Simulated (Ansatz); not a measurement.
# C8H16: up Jacob's ladder to CCSD(T)

An exercise on one series of results from a longer session: the logs are not shown, and one member is left open.

Program: Ansatz 0.2.0, Gaussian basis. Level of theory: functionals in def2-TZVPP, the program's frozen cores in correlated methods. These are calculated values, not measurements.

Plan: PBE-D4, r2SCAN-D4, PBE0-D4, B3LYP-D4, ωB97X-V, ωB97M-V, B2PLYP; CCSD(T)/def2-TZVPP; MP2/def2-QZVPP; extrapolation to the limit.

## The geometry

All runs share one geometry, relaxed beforehand with PBE0-D4 in a triple-zeta def2 set.

SMILES `CCC1CCCCC1`, 24 atoms, charge 0, spin multiplicity 1.

Atoms are counted from 1 here; the program's logs count them from 0.

Bond lengths: C1–C2 1.521 Å, C1–H9 1.093 Å, C1–H10 1.093 Å, C1–H11 1.093 Å, C2–C3 1.528 Å, C2–H12 1.096 Å, C2–H13 1.096 Å, C3–C4 1.526 Å, C3–C8 1.526 Å, C3–H14 1.100 Å, C4–C5 1.523 Å, C4–H15 1.097 Å, C4–H16 1.096 Å, C5–C6 1.522 Å, C5–H17 1.094 Å, C5–H18 1.097 Å, C6–C7 1.522 Å, C6–H19 1.094 Å and more. Angles: C2–C1–H9 111.9°, C2–C1–H10 110.6°, C2–C1–H11 111.9°, H9–C1–H10 107.3°, H9–C1–H11 107.7°, H10–C1–H11 107.3°, C1–C2–C3 115.8°, C1–C2–H12 109.0°, C1–C2–H13 109.0°, C3–C2–H12 108.3°, C3–C2–H13 108.3°, H12–C2–H13 106.0°, C2–C3–C4 113.1°, C2–C3–C8 113.1°, C2–C3–H14 106.5°, C4–C3–C8 110.1°, C4–C3–H14 106.8°, C8–C3–H14 106.8° and more.

Geometry (Å):

```csv
atom,x (Å),y (Å),z (Å)
C1,2.2631,1.4352,-0.5862
C2,1.5367,0.3594,-1.3797
C3,0.2866,-0.2225,-0.7215
C4,-0.8138,0.8128,-0.5083
C5,-2.0735,0.1814,0.0687
C6,-1.7762,-0.5612,1.3640
C7,-0.6699,-1.5887,1.1696
C8,0.5830,-0.9488,0.5872
H9,1.6266,2.3035,-0.4003
H10,3.1414,1.7873,-1.1323
H11,2.6094,1.0638,0.3811
H12,1.2537,0.7675,-2.3570
H13,2.2323,-0.4626,-1.5855
H14,-0.1129,-0.9734,-1.4193
H15,-0.4576,1.5878,0.1813
H16,-1.0392,1.3170,-1.4545
H17,-2.8389,0.9455,0.2355
H18,-2.4905,-0.5228,-0.6625
H19,-2.6822,-1.0441,1.7428
H20,-1.4646,0.1616,2.1288
H21,-0.4381,-2.0821,2.1185
H22,-1.0230,-2.3734,0.4885
H23,1.3579,-1.7063,0.4253
H24,0.9897,-0.2371,1.3161
```

The first run:

File in.yaml:

```yaml
crystal:
  periodic: [false, false, false]
  atoms:
    - {symbol: C, position_ang: [2.263122, 1.435240, -0.586235]}
    - {symbol: C, position_ang: [1.536698, 0.359395, -1.379749]}
    - {symbol: C, position_ang: [0.286566, -0.222485, -0.721525]}
    - {symbol: C, position_ang: [-0.813832, 0.812769, -0.508279]}
    - {symbol: C, position_ang: [-2.073493, 0.181365, 0.068683]}
    - {symbol: C, position_ang: [-1.776184, -0.561165, 1.363966]}
    - {symbol: C, position_ang: [-0.669853, -1.588651, 1.169552]}
    - {symbol: C, position_ang: [0.583040, -0.948767, 0.587198]}
    - {symbol: H, position_ang: [1.626620, 2.303499, -0.400340]}
    - {symbol: H, position_ang: [3.141443, 1.787310, -1.132316]}
    - {symbol: H, position_ang: [2.609357, 1.063801, 0.381113]}
    - {symbol: H, position_ang: [1.253724, 0.767515, -2.357043]}
    - {symbol: H, position_ang: [2.232257, -0.462554, -1.585541]}
    - {symbol: H, position_ang: [-0.112946, -0.973399, -1.419334]}
    - {symbol: H, position_ang: [-0.457552, 1.587762, 0.181287]}
    - {symbol: H, position_ang: [-1.039212, 1.317029, -1.454534]}
    - {symbol: H, position_ang: [-2.838941, 0.945515, 0.235524]}
    - {symbol: H, position_ang: [-2.490489, -0.522805, -0.662452]}
    - {symbol: H, position_ang: [-2.682180, -1.044054, 1.742762]}
    - {symbol: H, position_ang: [-1.464647, 0.161609, 2.128837]}
    - {symbol: H, position_ang: [-0.438100, -2.082082, 2.118491]}
    - {symbol: H, position_ang: [-1.022959, -2.373399, 0.488525]}
    - {symbol: H, position_ang: [1.357866, -1.706327, 0.425320]}
    - {symbol: H, position_ang: [0.989687, -0.237112, 1.316069]}
basis:
  gaussian: {orbitals: def2-TZVPP}
hamiltonian: {xc: pbe, dispersion: d4}
output: {forces: true, orbitals: {seedname: orbitals}}
```

On the command line:

```console
> ansatz run in.yaml --threads 5 --pin off --events-out ev --progress --plain --max-ram 66560MiB --backend cuda --devices 0, --max-vram 37GiB
```

Steps of the session up to this table: PBE-D4 (GGA); r2SCAN-D4 (meta-GGA); PBE0-D4 (hybrid); B3LYP-D4 (hybrid); ωB97X-V (range-separated); ωB97M-V (range-separated); B2PLYP (double hybrid); CCSD(T) in def2-TZVPP; MP2 in def2-QZVPP.

One of the session's tables, all rows but one given; the rest of the session is left out.

It belongs to the step «Atomisation energies». 

```
            method  atoms, summed (eV)  atomisation energy (kcal/mol)
            PBE-D4           -8445.370                         2398.1
         r2SCAN-D4           -8453.549                         2359.5
           PBE0-D4           -8448.035                         2376.1
          B3LYP-D4           -8460.300                         2353.9
           ωB97X-V           -8456.771                         2358.5
           ωB97M-V           -8453.949                         2360.5
            B2PLYP           -8451.695                         2330.1
     HF/def2-TZVPP           -8422.925                         1787.9
    MP2/def2-TZVPP                   ?                              ?
   CCSD/def2-TZVPP           -8441.760                         2278.5
CCSD(T)/def2-TZVPP           -8442.202                         2306.2
           MP2/CBS           -8439.775                         2377.8
       CCSD(T)/CBS           -8444.660                         2353.1
```

Estimate the missing values for MP2/def2-TZVPP.

As computed: atoms, summed (eV): -8437.317; atomisation energy (kcal/mol): 2330.8. In the column «atoms, summed (eV)» it lies between MP2/CBS (-8439.775) and HF/def2-TZVPP (-8422.925).
